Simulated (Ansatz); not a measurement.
**C2H4AlNO: one species, many methods**

How much do the methods differ for C2H4AlNO? The plan is to run it at one geometry with functionals of several rungs and with coupled cluster. The yardstick is the atomisation energy at the CCSD(T) limit.

Method: functionals in def2-TZVPP, the program's frozen cores in correlated methods; program: Ansatz 0.2.0, Gaussian basis.

The runs, in order: LDA (SPW92), PBE-D4, revPBE-D4, BLYP-D4, r2SCAN-D4, B97M-V, PBE0-D4, B3LYP-D4, r2SCANh-D4, r2SCAN0-D4, HSE06-D4, BHLYP-D4, CAM-B3LYP-D4, LC-ωPBE, ωB97X-V, ωB97M-V, B2PLYP, PBE-QIDH; CCSD(T)/def2-SVP; CCSD(T)/def2-TZVPP; MP2/def2-QZVPP; extrapolation to the limit; RPA on PBE.

## (1) The geometry

All runs share one geometry, relaxed beforehand with PBE0-D4 in a triple-zeta def2 set.

SMILES `N=C=C[O][AlH2]`, 9 atoms, charge 0, spin multiplicity 1.

Atoms are counted from 1 here; the program's logs count them from 0.

Bond lengths: N1–C2 1.226 Å, N1–H6 1.022 Å, C2–C3 1.313 Å, C3–O4 1.357 Å, C3–H7 1.085 Å, O4–Al5 1.700 Å, Al5–H8 1.581 Å, Al5–H9 1.574 Å. Angles: C2–N1–H6 114.4°, N1–C2–C3 172.4°, C2–C3–O4 124.7°, C2–C3–H7 119.0°, O4–C3–H7 116.3°, C3–O4–Al5 135.3°, O4–Al5–H8 118.7°, O4–Al5–H9 114.9°, H8–Al5–H9 126.4°.

## (2) LDA

This LDA is Slater exchange with PW92 correlation.

in.yaml reads:

```yaml
crystal:
  periodic: [false, false, false]
  atoms:
    - {symbol: N, position_ang: [0.490492, 2.141569, -0.964151]}
    - {symbol: C, position_ang: [0.700463, 0.946123, -0.793676]}
    - {symbol: C, position_ang: [1.052988, -0.285550, -0.503990]}
    - {symbol: O, position_ang: [0.517037, -1.027277, 0.497902]}
    - {symbol: Al, position_ang: [-0.996164, -1.102070, 1.269056]}
    - {symbol: H, position_ang: [-0.256789, 2.348795, -1.629469]}
    - {symbol: H, position_ang: [1.826126, -0.763847, -1.095363]}
    - {symbol: H, position_ang: [-2.174534, -0.203312, 0.719348]}
    - {symbol: H, position_ang: [-1.071118, -2.100631, 2.483343]}
basis:
  gaussian: {orbitals: def2-TZVPP}
hamiltonian: {xc: lda}
output: {orbitals: {seedname: orbitals}}
```

Launch:

```bash
$ ansatz run in.yaml --threads 2 --pin off --events-out ev --progress --plain --max-ram 4352MiB
```

After this run come: PBE-D4 (GGA); revPBE-D4 (GGA); BLYP-D4 (GGA); r2SCAN-D4 (meta-GGA); B97M-V (meta-GGA); PBE0-D4 (hybrid); B3LYP-D4 (hybrid); r2SCANh-D4 (hybrid); r2SCAN0-D4 (hybrid); HSE06-D4 (hybrid); BHLYP-D4 (hybrid); CAM-B3LYP-D4 (range-separated); LC-ωPBE (range-separated); ωB97X-V (range-separated); ωB97M-V (range-separated); B2PLYP (double hybrid); PBE-QIDH (double hybrid); CCSD(T) in def2-SVP; CCSD(T) in def2-TZVPP; MP2 in def2-QZVPP; RPA on PBE orbitals.

**Question.** What will the summary of the whole plan be? Wanted: atomisation energy, CCSD(T)/CBS; farthest beyond LDA; mean size of error, GGA; mean size of error, meta-GGA; mean size of error, hybrid; mean size of error, range-separated; mean size of error, double hybrid; gap, smallest and largest; T1 diagnostic.

The runs gave:

| quantity | value |
| --- | --- |
| atomisation energy, CCSD(T)/CBS | 3401.8 kJ/mol |
| functionals within 17.0 kJ/mol (0.5 %) | PBE0-D4, r2SCANh-D4, LC-ωPBE |
| farthest beyond LDA | BHLYP-D4 (-134.5 kJ/mol) |
| mean size of error, GGA | 73.7 kJ/mol |
| mean size of error, meta-GGA | 33.7 kJ/mol |
| mean size of error, hybrid | 47.1 kJ/mol |
| mean size of error, range-separated | 19.7 kJ/mol |
| mean size of error, double hybrid | 26.4 kJ/mol |
| gap, smallest and largest | 2.93 eV (LDA (SPW92)), 9.51 eV (LC-ωPBE) |
| T1 diagnostic | 0.0154 |
| triples share of the correlation energy | 4.3 % |

In words: LDA overbinds by 588.6 kJ/mol (17 %). PBE-D4 is off by +133.1 kJ/mol. Double hybrids carry the basis error of their MP2 part in triple zeta, and no dispersion term here, so their miss is partly the set-up's. By mean error the best rung here is range-separated (19.7 kJ/mol) and the worst beyond LDA is GGA (73.7 kJ/mol). The gap between the best rungs is small, so their order is not settled. Misses under about 17.0 kJ/mol are within the doubt on the reference itself, which lacks core-valence correlation, relativity and higher excitations. Hartree-Fock recovers 68 % of the binding; the rest is correlation. CCSD(T) in def2-SVP is off by -198.4 kJ/mol, worse than the median functional, from the basis alone. Orbital gaps span 2.9 to 9.5 eV; exact exchange widens them.
